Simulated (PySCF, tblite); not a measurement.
# benzoyl fluoride (C₇H₅FO): geometry, infrared bands and NMR shifts

Wanted: the infrared bands and NMR shifts of benzoyl fluoride (C₇H₅FO) (`O=C(F)c1ccccc1`), by calculation.

Programs: tblite 0.8.0 and PySCF 2.14.0, with density-fitted response routines of our own. Each step states its level of theory. These are calculated values for one molecule in the gas phase, unless marked as measured. Atoms count from 0, in the outputs and in this text.

## 1. Starting geometry

14 atoms, charge 0, multiplicity 1; geometry from: force field or distance geometry start.

Bonds of the start (Å): O0–C1 1.29, C1–F2 1.37, C1–C3 1.47, C3–C4 1.38, C4–C5 1.39, C5–C6 1.38, C6–C7 1.39, C7–C8 1.40, C8–C3 1.39, C4–H9 1.06, C5–H10 1.09, C6–H11 1.09, C7–H12 1.10, C8–H13 1.07.

## 2. Geometry optimisation with GFN2-xTB

The job: settings as JSON, then the geometry in Å.

```
{"job": {"kind": "relax", "xc": "GFN2-xTB", "basis": "xTB"}, "charge": 0, "multiplicity": 1}
O      2.924100    -1.150300    -0.310500
C      2.314900    -0.030600    -0.116500
F      3.067400     1.106000     0.047300
C      0.842900     0.009400    -0.046200
C      0.196900     1.202500     0.189100
C     -1.196100     1.191800     0.236700
C     -1.920700     0.030900     0.081300
C     -1.235300    -1.163200    -0.130400
C      0.158000    -1.192900    -0.196800
H      0.787000     2.076500     0.299900
H     -1.749600     2.117700     0.409200
H     -3.007300     0.027400     0.133600
H     -1.819200    -2.090000    -0.247300
H      0.636500    -2.135600    -0.371800
```

Command:

```console
> OMP_NUM_THREADS=1 python probes_run.py task.json out
```

One launch serves the whole session: the jobs run in the order shown.

**Question.** This job is followed by: GFN2-xTB harmonic vibrations, gas phase; GIAO PBE0/pcSseg-1 NMR shielding, non-relativistic, gas phase. What will the session give for the following? strongest single infrared mode (GFN2-xTB); zero-point energy (GFN2-xTB); 13C shifts against TMS (PBE0/pcSseg-1, means over atoms taken as alike); 1H shifts against TMS (PBE0/pcSseg-1, means over atoms taken as alike); 17O shifts against H2O (PBE0/pcSseg-1); 19F shifts against CFCl3 (PBE0/pcSseg-1).

**Answer**, as computed:

```
                                                               quantity                                  value
                              strongest single infrared mode (GFN2-xTB)                  1826 cm⁻¹, 545 km/mol
                                           zero-point energy (GFN2-xTB)                          62.1 kcal/mol
13C shifts against TMS (PBE0/pcSseg-1, means over atoms taken as alike)  165.9, 141.6, 139.6, 134.4, 129.7 ppm
 1H shifts against TMS (PBE0/pcSseg-1, means over atoms taken as alike)                   8.55, 7.98, 7.85 ppm
                                 17O shifts against H2O (PBE0/pcSseg-1)                              429.3 ppm
                               19F shifts against CFCl3 (PBE0/pcSseg-1)                               18.4 ppm
```

Relaxing lowered the energy by 0.531 eV in 22 steps; the close pair that moved most is O0–C1, from 1.289 to 1.185 Å. All 36 modes are real, so the xTB geometry is a minimum. The strongest single mode, at 1826 cm⁻¹, moves mainly C1 and O0. Unscaled tight-binding wavenumbers are off by several per cent, some by more. Its intensities can rank the bands wrongly. At PBE0/pcSseg-1: The largest span, 609 ppm, is at O0, where the paramagnetic term is -495 ppm. NICS(1)zz of -28 ppm above the planar ring from C3 marks a diatropic (aromatic) ring current.
